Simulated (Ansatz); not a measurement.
This was printed by a script on Ansatz 0.2.0, Python API, for a projected density of states of Rb₂TlSbF₆, space group Fm-3m. What did the script look like? Settings: PBEsol, PAW, the default cutoff (420 eV here), 3×3×3 k-points, fixed occupations.

Contents of `rb2tlsbf6.xyz`:
```text
10
Lattice="0.0 4.867272 4.867272 4.867272 0.0 4.867272 4.867272 4.867272 0.0" Properties=species:S:1:pos:R:3 pbc="T T T"
Rb    7.30090800    7.30090800    7.30090800
Rb    2.43363600    2.43363600    2.43363600
Tl    4.86727200    4.86727200    4.86727200
Sb    0.00000000    0.00000000    0.00000000
F     2.20183704    4.86727200    4.86727200
F     4.86727200    4.86727200    2.20183704
F     7.53270696    4.86727200    4.86727200
F     4.86727200    2.20183704    4.86727200
F     4.86727200    7.53270696    4.86727200
F     4.86727200    4.86727200    7.53270696
```

```console
$ python pdos_rb2tlsbf6.py
plan: 70 bands, 4 k-points, plane waves [4490, 4573] grid [48, 48, 48]
E-EF      Rb 4S    Rb 5S    Rb 4P    Tl 6S    Tl 6P    Tl 5D    Sb 5S    Sb 5P    Sb 4D     F 2S     F 2P
-10.0     0.000    0.001    0.001    0.005    0.000    0.142    0.089    0.000    0.000    0.007    0.065
 -9.0     0.000    0.000    0.000    0.000    0.000    0.000    0.000    0.000    0.000    0.000    0.000
 -8.0     0.000    0.000    0.000    0.000    0.000    0.000    0.000    0.000    0.000    0.000    0.000
 -7.0     0.000    0.006    0.001    0.156    0.003    0.001    0.002    0.054    0.000    0.002    0.354
 -6.0     0.000    0.001    0.016    0.001    0.233    0.064    0.000    1.618    0.000    0.108    7.309
 -5.0     0.000    0.016    0.003    0.041    0.033    0.007    0.003    0.023    0.002    0.005    1.009
 -4.0     0.000    0.003    0.024    0.001    0.060    0.030    0.000    0.022    0.001    0.004   26.620
 -3.0     0.001    0.030    0.001    0.489    0.008    0.002    0.073    0.027    0.001    0.028    0.558
 -2.0     0.000    0.000    0.000    0.008    0.000    0.000    0.000    0.000    0.000    0.000    0.006
 -1.0     0.001    0.013    0.002    0.251    0.174    0.002    0.622    0.042    0.000    0.050    1.235
  0.0     0.000    0.000    0.000    0.049    0.000    0.000    0.059    0.000    0.000    0.000    0.134
  1.0     0.000    0.000    0.000    0.000    0.000    0.000    0.000    0.000    0.000    0.000    0.000
  2.0     0.000    0.000    0.000    0.000    0.000    0.000    0.000    0.000    0.000    0.000    0.000
  3.0     0.012    0.434    0.018    0.030    1.563    0.001    0.039    1.246    0.000    0.235    0.387
  4.0     0.000    0.014    0.000    0.003    0.052    0.000    0.002    0.111    0.000    0.005    0.036
  5.0     0.001    0.282    0.004    0.000    1.231    0.000    0.000    1.927    0.000    0.006    0.785
  6.0     0.028    1.957    0.004    0.005    0.762    0.001    0.001    0.112    0.000    0.006    0.167
```

One script that gives this output:

Script `pdos_rb2tlsbf6.py`:
```python
"""Which atoms and shells make the states of Rb2TlSbF6."""

import warnings

import ansatz as az
import numpy as np


def main() -> None:
    warnings.simplefilter("ignore", az.DeckWarning)

    xtal = az.Crystal.from_extxyz("rb2tlsbf6.xyz")

    base = (
        xtal.calculation()
        .functional("pbesol")
        .kpoints(length=16)
        .occupations("Fixed")
        .scf(extra_bands=26)
        .density_of_states(projected=True, method="smearing", broadening_width=0.15, energy_step=0.1)
    )
    planned = base.session().plan(threads=1)
    facts = planned.describe()
    print("plan:", facts["n_bands"], "bands,", len(facts["kpoints_frac"]), "k-points, plane waves", facts["n_pw_range"], "grid", facts["fft_dense"])
    done = planned.execute()
    data = done.report

    dos = done.density_of_states()
    energy = np.asarray(dos.energies_ev) - dos.fermi_ev
    curves = {}
    for site in done.projected_density_of_states().sites:
        for shell in site.shells:
            weight = sum(np.sum(curve.g_bin_mean_per_ev, axis=0) for curve in shell.curves)
            name = f"{site.species} {shell.label}"
            curves[name] = curves.get(name, 0) + weight

    print("E-EF   " + " ".join(f"{name:>8s}" for name in curves))
    for e in np.arange(-10, 6 + 0.1, 1.0):
        print(f"{e:5.1f}  " + " ".join(f"{np.interp(e, energy, g):8.3f}" for g in curves.values()))


if __name__ == "__main__":
    main()
```

What to keep in mind:
- Along an axis with an odd division the mesh misses the point at one half; a gap read on a finite mesh is an upper bound on this functional's gap.
- Spin-orbit coupling, left out here, can change this gap by several tenths of an eV, and inverted bands can meet off the mesh.
- With fixed filling the reported Fermi level is the top filled level among the k-points of the SCF.
- The empty d shell of the heavier alkali and alkaline-earth atoms, which makes much of a conduction band, may have no channel.
- The crystal has a gap of about 2.51 eV on the mesh; any density of states at or just above the Fermi level is the tail of the broadening.
- Spin-orbit coupling, which matters for elements this heavy, is left out.
- The structure comes from a database of computed cells and needn't be a stable or known phase.
- Curves are summed over the cell's atoms. Only shells that the potentials hold have channels, so projections don't add up to the total, least of all where a shell is missing (p of most metals); heights and places of peaks move with the mesh.
- The density of states is complete only as far up as bands were computed.
- It ran for 4.9 s on 1 thread of Arm Neoverse V2, on a shared host, peak memory 0.52 GiB.
